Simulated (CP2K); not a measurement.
**KPt: equation of state with PBE**

Crystal: KPt.

```
Pt K
1.0
     3.00085    0.00000    0.00000
    -1.50042    2.59881    0.00000
     0.00000    0.00000    5.34558
Pt K
1 1
Direct
  0.66667 0.33333 0.00000
  0.00000 0.00000 0.50000
```

The cell comes from a database or a generator and needn't be the stable form of this composition.

- Program: CP2K 2026.2
- Task: equation of state
- Functional: PBE
- Potentials or basis: POTENTIAL_UZH Pt GTH-PBE-q18, K GTH-PBE-q9; TZVP-MOLOPT-PBE-GTH basis
- Density cutoff: 6123 eV
- k mesh: 10 × 10 × 5
- Occupations: fermi-dirac, width 0.05 eV
- Spin: no spin polarisation
- SCF solver: diagonalisation with k points
- Quickstep method: GPW
- EPS_DEFAULT: 1.0E-10
- EPS_SCF: 1.0E-6
- MAX_SCF: 100
- SCF_GUESS: ATOMIC
- k points reduced by the point group: yes
- Mesh centred on Gamma: yes
- CHOLESKY: OFF
- EPS_EIGVAL: 1.0E-7
- MIXING METHOD: BROYDEN_MIXING
- MIXING ALPHA: 0.4
- MIXING BETA (1/bohr): 1.5
- NBUFFER: 8
- NGRIDS: 4
- REL_CUTOFF (Ry): 60
- Basis sets: Pt TZVP-MOLOPT-PBE-GTH-q18, K TZVP-MOLOPT-PBE-GTH-q9
- Potentials: Pt GTH-PBE-q18 of POTENTIAL_UZH, K GTH-PBE-q9 of POTENTIAL_UZH
- ADDED_MOS: [13]
- CUTOFF of the grids: 450 Ry

The equilibrium volume is 20.92 Å³/atom. The bulk modulus at fixed shape and positions is 61 GPa and the pressure derivative of the bulk modulus is 5.3.

Energy against volume, from the lowest point:
| volume (Å³/atom) | energy (meV/atom) |
| --- | --- |
| 19.593 | 18.46 |
| 20.010 | 8.28 |
| 20.427 | 2.30 |
| 20.844 | 0.00 |
| 21.261 | 0.95 |
| 21.678 | 4.78 |
| 22.095 | 11.12 |

All runs of the series together: 20 min on 1 thread of AMD EPYC 7R43 64-Core Processor (Zen 3), on a shared host.

Caveat: the cell was scaled at fixed shape and fractional positions, which overstates the stiffness of a crystal with free parameters, most of all of layers and chains; the basis of atomic orbitals isn't converged, which shifts pressures, moduli and gaps. Spin-orbit coupling is left out, which matters for the levels of Pt.
